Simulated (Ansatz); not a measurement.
# CH6GaNO: the cost of one run

Method: RKS PBE/def2-SVP, in Ansatz 0.2.0.

## (1) The starting structure

Bond lengths: Ga1–N2 2.253 Å, Ga1–O3 1.696 Å, Ga1–C5 2.037 Å, N2–H6 1.015 Å, N2–H7 1.014 Å, C5–H8 1.092 Å, C5–H9 1.089 Å, C5–H10 1.089 Å. Angles: Ga1–N2–H6 124.5°, Ga1–N2–H7 124.5°, H6–N2–H7 108.4°, N2–Ga1–O3 77.2°, N2–Ga1–C5 131.3°, O3–Ga1–C5 151.5°, Ga1–C5–H8 108.5°, Ga1–C5–H9 109.9°, Ga1–C5–H10 109.8°, H8–C5–H9 109.8°, H8–C5–H10 109.7°, H9–C5–H10 109.1°.

As a file:

```xyz
10

Ga   -0.2298   -0.4769   -0.2348
N    -0.2931    1.6648   -0.9329
O    -1.1288   -0.5770   -1.6696
H    -0.8838    0.6804   -1.6373
C     0.6355   -1.3322    1.3988
H    -0.9311    2.3684   -0.5741
H     0.4657    2.1350   -1.4133
H     0.4209   -2.4027    1.3842
H     0.2318   -0.8871    2.3071
H     1.7126   -1.1726    1.3719
```

## (2) A restrained relaxation towards end A

Springs on the bonds that form and break draw the guess towards this end; the thresholds are loose.

The input, input.yaml:

```yaml
crystal:
  periodic: [false, false, false]
  atoms:
    - { symbol: Ga, position_ang: [-0.2298, -0.4769, -0.2348] }
    - { symbol: "N", position_ang: [-0.2931, 1.6648, -0.9329] }
    - { symbol: O, position_ang: [-1.1288, -0.577, -1.6696] }
    - { symbol: H, position_ang: [-0.8838, 0.6804, -1.6373] }
    - { symbol: C, position_ang: [0.6355, -1.3322, 1.3988] }
    - { symbol: H, position_ang: [-0.9311, 2.3684, -0.5741] }
    - { symbol: H, position_ang: [0.4657, 2.135, -1.4133] }
    - { symbol: H, position_ang: [0.4209, -2.4027, 1.3842] }
    - { symbol: H, position_ang: [0.2318, -0.8871, 2.3071] }
    - { symbol: H, position_ang: [1.7126, -1.1726, 1.3719] }
basis:
  gaussian: { orbitals: def2-SVP }
hamiltonian:
  xc: pbe
relax:
  f_tol: 0.15
  max_steps: 25
  restrain:
    - { distance: [3, 1], at: 2.32, k: 30.0 }
    - { distance: [0, 1], at: 1.93, k: 30.0 }
    - { distance: [3, 2], at: 0.97, k: 30.0 }
```

Run with:

```
$ ansatz run input.yaml --threads 2 --pin off --max-ram 3072MiB --backend cpu --events-out ev --progress --plain --runs-dir out
```

What time and memory should one allow on 2 threads of Arm Neoverse V2, shared host?

About 32 s, with a peak of 0.15 GiB.
